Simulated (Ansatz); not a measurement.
# Sc3In5N4O4: the cost of one run

All numbers below are computed with Ansatz 0.2.0 (DFT PBE, scalar-relativistic, plane waves, PAW).

### 1 The structure to begin with

The cell holds 16 atoms (In5N4O4Sc3): a = 5.846 Å, b = 7.218 Å, c = 7.218 Å, α = 120.00°, β = 90.00°, γ = 90.00°.

The sites of an ideal wurtzite lattice, at a guessed lattice constant, take 5 In, 3 Sc; 4 O, 4 N (sublattices apart by semicolons), with a shake of 0.02 Å. Warren-Cowley parameters of the first shell (negative: unlike neighbours preferred): In-Sc -0.24. In a cell this small the draw can fall short of the order aimed at.

Coordinates:

```
N O Sc In
1.0
     0.00000    0.00000   -5.84647
     3.60893    6.25085    0.00000
     3.60893   -6.25085    0.00000
N O Sc In
4 4 3 5
Direct
  0.61959 0.16937 0.33031
  0.61984 0.66579 0.33184
  0.62498 0.66331 0.82791
  0.11906 0.33211 0.16665
  0.62463 0.16859 0.83462
  0.11781 0.33952 0.66697
  0.11494 0.83009 0.66333
  0.12289 0.83361 0.16049
  0.00074 0.66953 0.33694
  0.49935 0.33092 0.66930
  0.49772 0.83489 0.16630
  0.99836 0.16305 0.33001
  0.00265 0.16528 0.83531
  0.99568 0.66890 0.83211
  0.49586 0.33564 0.16784
  0.50230 0.83527 0.66591
```

### 2 Relaxation without symmetry, coarse mesh

Cell and atoms move without symmetry, on a coarse mesh with loose thresholds.

Contents of input.yaml:

```yaml
crystal:
  lattice:
    - [0.0, 0.0, -5.8464666]
    - [3.60893, 6.2508501, 0.0]
    - [3.60893, -6.2508501, 0.0]
  atoms:
    - { symbol: "N", position: [0.6195879236, 0.1693707232, 0.3303084287] }
    - { symbol: "N", position: [0.6198401066, 0.6657915511, 0.3318428133] }
    - { symbol: "N", position: [0.6249829978, 0.6633050337, 0.8279067952] }
    - { symbol: "N", position: [0.1190552457, 0.3321134774, 0.1666453797] }
    - { symbol: O, position: [0.624626189, 0.1685859209, 0.834617706] }
    - { symbol: O, position: [0.1178079644, 0.3395246658, 0.6669675365] }
    - { symbol: O, position: [0.1149389217, 0.8300915286, 0.6633314066] }
    - { symbol: O, position: [0.1228925357, 0.8336101004, 0.1604936736] }
    - { symbol: Sc, position: [0.0007391686, 0.6695326407, 0.3369420453] }
    - { symbol: Sc, position: [0.4993517163, 0.3309181364, 0.6693040926] }
    - { symbol: Sc, position: [0.4977158307, 0.8348880947, 0.1663021937] }
    - { symbol: In, position: [0.9983588249, 0.1630544414, 0.3300123234] }
    - { symbol: In, position: [0.0026463301, 0.1652768205, 0.8353101565] }
    - { symbol: In, position: [0.9956771773, 0.6688957245, 0.8321069432] }
    - { symbol: In, position: [0.4958621207, 0.3356431986, 0.167835723] }
    - { symbol: In, position: [0.5023031876, 0.8352749024, 0.6659144718] }
  symmetry: { detect: false }
basis:
  ecutwfc: 420
kpoints:
  mp_grid: { grid: [2, 2, 2], shift: [0.5, 0.5, 0.5] }
hamiltonian:
  xc: pbe
scf:
  occupations: { method: gaussian, width: 0.1 }
  lower_state_search: "off"
output:
  forces: true
  stress: true
  eigenvalues: true
relax:
  adjacent_minimum: "off"
  f_tol: 0.04
  max_steps: 50
  cell: { stress_tol: 0.3 }
```

On the command line:

```console
ansatz run input.yaml --threads 4 --pin off --max-ram 9216MiB --backend cpu --events-out ev --progress --plain --runs-dir out
```

**Question.** How long does this run take on 4 threads of Arm Neoverse V1, shared host, and how much memory does it need?

About 78 s, with a peak of 0.78 GiB.
